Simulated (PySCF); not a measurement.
# Co: excitation energy in x2c-TZVPPall plus 1 even-tempered diffuse shell per l

Each state of cobalt is computed at each level; their differences give the excitation energy. How far do the methods differ?

Program: PySCF 2.14.0. Level of theory: unrestricted determinants in a Gaussian basis, no spin-orbit coupling in the energies. These are calculated values, not measurements, unless marked.

### 1 What is computed

- Element: cobalt (Z = 27)
- Basis: x2c-TZVPPall with one added diffuse shell each of s, p, d, f type (7s6p5d3f1g, 80 functions)
- Hamiltonian: scalar relativity by spin-free X2C-1e
- State 1: Co: [Ar] 3d7 4s1 5s1, high-spin 6F determinant (an excited configuration)
- Needed too, but not shown: Co [Ar] 3d7 4s2 (4F)
- Methods: CCSD(T)
- Core shells frozen in the correlated runs: valence and next inner shell: [Ne] (for Co)

The outer shells:

Co [Ar] 3d7 4s1 5s1
```
[Ar] core
3d [↑↓][↑↓][↑ ][↑ ][↑ ]
4s [↑ ]
5s [↑ ]
```

One driver process ran all states and methods and kept the integrals in memory. Each run is shown as a PySCF script that sums up its settings (the driver passes frozen orbitals as a list and adds second-order terms of double hybrids); the logs are those of the runs themselves. The driver starts from symmetry-adapted Hartree-Fock orbitals, holds the occupation by maximum overlap and uses a logarithmic radial grid for functionals, so a plain start would take other cycles.

The integrals over 80 functions and the set-up took 1.1 s of CPU time.

### 2 Co [Ar] 3d7 4s1 5s1: CCSD(T) (valence and next inner shell)

#### CCSD(T) (valence and next inner shell)

Contents of input.py:

```python
from pyscf import gto, scf, dft, mp, cc
import basis_set_exchange as bse
mol = gto.M(atom="Co 0 0 0", charge=0, spin=5, symmetry="D2h",
            basis=gto.basis.parse(bse.get_basis("x2c-TZVPPall", elements=["Co"], fmt="nwchem", augment_diffuse=1)),
            nucmod="G")
mf = scf.UHF(mol).sfx2c1e()
mf.irrep_nelec = {'Ag': (7, 4), 'B1g': (1, 1), 'B2g': (1, 0), 'B3g': (1, 0), 'B1u': (2, 2), 'B2u': (2, 2), 'B3u': (2, 2)}
mf.kernel()
mycc = cc.CCSD(mf, frozen=5).run()
mycc.ccsd_t()
```

The program printed:

```text
CC2 = 0
CCSD nocc = (np.int64(11), np.int64(6)), nmo = (75, 75)
frozen orbitals [[0, 1, 2, 3, 4], [0, 1, 2, 3, 4]]
max_cycle = 100
direct = 0
conv_tol = 1e-08
conv_tol_normt = 1e-06
diis_space = 8
diis_start_cycle = 0
Init t2, MP2 energy = -0.54385537512251
Init E_corr(UCCSD) = -0.543855375124421
cycle = 1  E_corr(UCCSD) = -0.514605419139362  dE = 0.029249956  norm(t1,t2) = 0.0801157
cycle = 2  E_corr(UCCSD) = -0.530186841992009  dE = -0.0155814229  norm(t1,t2) = 0.028962
cycle = 3  E_corr(UCCSD) = -0.528289351160912  dE = 0.00189749083  norm(t1,t2) = 0.0159831
cycle = 4  E_corr(UCCSD) = -0.529083189311285  dE = -0.00079383815  norm(t1,t2) = 0.00613717
cycle = 5  E_corr(UCCSD) = -0.529280964528674  dE = -0.000197775217  norm(t1,t2) = 0.00114874
cycle = 6  E_corr(UCCSD) = -0.529223596666855  dE = 5.73678618e-05  norm(t1,t2) = 0.000452314
cycle = 7  E_corr(UCCSD) = -0.529207122352703  dE = 1.64743142e-05  norm(t1,t2) = 0.00014304
cycle = 8  E_corr(UCCSD) = -0.529215336719433  dE = -8.21436673e-06  norm(t1,t2) = 6.66545e-05
cycle = 9  E_corr(UCCSD) = -0.52921881327368  dE = -3.47655425e-06  norm(t1,t2) = 2.26215e-05
cycle = 10  E_corr(UCCSD) = -0.529217684361043  dE = 1.12891264e-06  norm(t1,t2) = 1.24793e-05
cycle = 11  E_corr(UCCSD) = -0.529217301019589  dE = 3.83341454e-07  norm(t1,t2) = 2.58852e-05
cycle = 12  E_corr(UCCSD) = -0.529217513867347  dE = -2.12847758e-07  norm(t1,t2) = 7.75286e-06
cycle = 13  E_corr(UCCSD) = -0.52921751873527  dE = -4.86792362e-09  norm(t1,t2) = 2.96697e-06
cycle = 14  E_corr(UCCSD) = -0.529217479953739  dE = 3.87815313e-08  norm(t1,t2) = 1.80687e-06
cycle = 15  E_corr(UCCSD) = -0.529217539066425  dE = -5.91126856e-08  norm(t1,t2) = 6.69444e-07
cycle = 16  E_corr(UCCSD) = -0.529217520891519  dE = 1.81749051e-08  norm(t1,t2) = 2.99025e-07
cycle = 17  E_corr(UCCSD) = -0.52921751762231  dE = 3.26920913e-09  norm(t1,t2) = 1.55592e-07
UCCSD converged
E(UCCSD) = -1392.241205509946  E_corr = -0.5292175176223103
UCCSD(T) correction = -0.0112953585565578
```

CPU time 79 s on a shared host, the integrals not counted.

CCSD correlation -0.52922 hartree, triples -0.01130; total -1392.252501. T1 = 0.013, largest double amplitude 0.055.

### 3 The energy differences

Excitation energy: Co [Ar] 3d7 4s2 (4F) → Co [Ar] 3d7 4s1 5s1 (6F).

| method | value (eV) | less CCSD(T) (valence and next inner shell) (eV) |
| --- | --- | --- |
| UHF | 4.348 | -1.277 |
| MP2 (valence and next inner shell) | 5.464 | -0.161 |
| SCS-MP2 (valence and next inner shell) | 5.591 | -0.034 |
| CCSD (valence and next inner shell) | 5.501 | -0.125 |
| CCSD(T) (valence and next inner shell) | 5.625 | +0.000 |

The differences also use runs on Co [Ar] 3d7 4s2 (4F), which are not shown here. The runs at UHF, MP2 (valence and next inner shell) are not shown; their differences are listed all the same.

### 4 Summary of results

| quantity | value |
| --- | --- |
| excitation energy, Co → [Ar] 3d7 4s1 5s1 | UHF 4.348, CCSD(T) (valence and next inner shell) 5.625 eV |

Each level's miss (mean over 1 difference):

```csv
method,mean absolute miss against CCSD(T) (valence and next inner shell) (eV)
UHF,1.277
MP2 (valence and next inner shell),0.161
SCS-MP2 (valence and next inner shell),0.034
CCSD (valence and next inner shell),0.125
CCSD(T) (valence and next inner shell),0.000
```

What this shows: The methods span 1.277 eV, from UHF (4.348) to CCSD(T) (valence and next inner shell) (5.625). No reference value is at hand in this session. The basis is finite, and no extrapolation was made.
